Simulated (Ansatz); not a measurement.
# C₂H₃Cl₂FSi: basis-set convergence

One table from this session's results is given with a row withheld; the runs are named, their logs left out.

Method: one geometry, several basis sets; program: Ansatz 0.2.0, Gaussian basis.

Plan: PBE0-D4/def2-SVP; ωB97M-V/def2-SVP; PBE0-D4/def2-QZVPP; ωB97M-V/def2-QZVPP; the functionals' def2-TZVPP values are taken from earlier runs.

### Structure used throughout

All runs share one geometry, relaxed beforehand with PBE0-D4 in a triple-zeta def2 set.

SMILES `C=C[Si](F)(Cl)Cl`, 9 atoms, charge 0, spin multiplicity 1.

Atoms are counted from 1 here; the program's logs count them from 0.

Bond lengths: C1–C2 1.330 Å, C1–H7 1.086 Å, C1–H8 1.085 Å, C2–Si3 1.831 Å, C2–H9 1.087 Å, Si3–F4 1.585 Å, Si3–Cl5 2.032 Å, Si3–Cl6 2.031 Å. Angles: C2–C1–H7 121.8°, C2–C1–H8 121.9°, H7–C1–H8 116.4°, C1–C2–Si3 121.9°, C1–C2–H9 119.5°, Si3–C2–H9 118.6°, C2–Si3–F4 109.3°, C2–Si3–Cl5 111.7°, C2–Si3–Cl6 111.7°, F4–Si3–Cl5 107.8°, F4–Si3–Cl6 107.8°, Cl5–Si3–Cl6 108.4°.

Set-up of the first run:

File in.yaml:

```yaml
crystal:
  periodic: [false, false, false]
  atoms:
    - {symbol: C, position_ang: [1.204793, -0.903249, 0.544929]}
    - {symbol: C, position_ang: [0.522020, 0.237595, 0.504869]}
    - {symbol: Si, position_ang: [-0.953050, 0.444372, -0.560693]}
    - {symbol: F, position_ang: [-1.223363, -0.903929, -1.348548]}
    - {symbol: Cl, position_ang: [-0.688597, 1.920740, -1.930891]}
    - {symbol: Cl, position_ang: [-2.613812, 0.869524, 0.529293]}
    - {symbol: H, position_ang: [2.079447, -1.023832, 1.176940]}
    - {symbol: H, position_ang: [0.918412, -1.763441, -0.051728]}
    - {symbol: H, position_ang: [0.842651, 1.075920, 1.118828]}
basis:
  gaussian: {orbitals: def2-SVP}
hamiltonian: {xc: pbe0, dispersion: d4}
output: {orbitals: {seedname: orbitals}}
```

Launch:

```sh
> ansatz run in.yaml --threads 4 --pin off --events-out ev --progress --plain --max-ram 10444MiB
```

Steps of the session up to this table: PBE0-D4 in def2-SVP; ωB97M-V in def2-SVP; PBE0-D4 in def2-QZVPP; ωB97M-V in def2-QZVPP.

One table of the session follows, with a row left open; its other results are not shown here.

It belongs to the step «Functionals by basis». 

| functional | basis | HOMO (eV) |
| --- | --- | --- |
| PBE0-D4 | def2-SVP | -8.62 |
| PBE0-D4 | def2-TZVPP | -8.67 |
| PBE0-D4 | def2-QZVPP | -8.69 |
| ωB97M-V | def2-SVP | -10.83 |
| ωB97M-V | def2-TZVPP | -10.90 |
| ωB97M-V | def2-QZVPP | ? |

**Question.** Estimate the row for ωB97M-V, def2-QZVPP.

**Answer.** HOMO (eV): -10.92. In the column «HOMO (eV)» it is the lowest.
